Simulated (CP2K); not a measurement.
Crystal: HfIn4SiO6.

```xyz
12
Lattice="6.4456 0.0000 0.0000 -3.2077 5.5907 0.0000 -0.7713 -1.3317 6.3087" Properties=species:S:1:pos:R:3 pbc="T T T"
Hf    0.3225    0.5569    0.0575
In    3.5538    2.6841    0.0516
In    0.5595    4.4182    0.0516
In    2.4326    0.5845    3.0533
In   -0.7037    2.4008    3.0533
Si    2.4228    4.1834    2.8088
O     3.2013    2.7811    2.4039
O     0.8191    4.1608    2.4039
O    -0.1337   -0.2308    1.8611
O     2.6341    4.5481    4.3880
O     2.2391    0.7124    0.4691
O    -0.4964    2.2967    0.4691
```

The cell was built by a generator and needn't be a form met in nature.

Program: CP2K 2026.2. Alike in all runs: task band structure; potentials or basis POTENTIAL_UZH Hf GTH-PBE-q12, In GTH-PBE-q13, Si GTH-PBE-q4, O GTH-PBE-q6; TZVP-MOLOPT-PBE-GTH basis; no spin polarisation; cell as given; k mesh 5 × 5 × 4; smearing fermi-dirac 0.05 eV.

Problem. Order these runs on this cell by their pressure, lowest first.
A. level RPBE
B. level PBEsol
C. level LDA

Solution. C (-4.7 GPa), B (-3.1 GPa), A (1.3 GPa).

Caveats: the potentials were made for another functional, which shifts forces and pressure; the basis of atomic orbitals isn't converged, which shifts pressures, moduli and gaps.
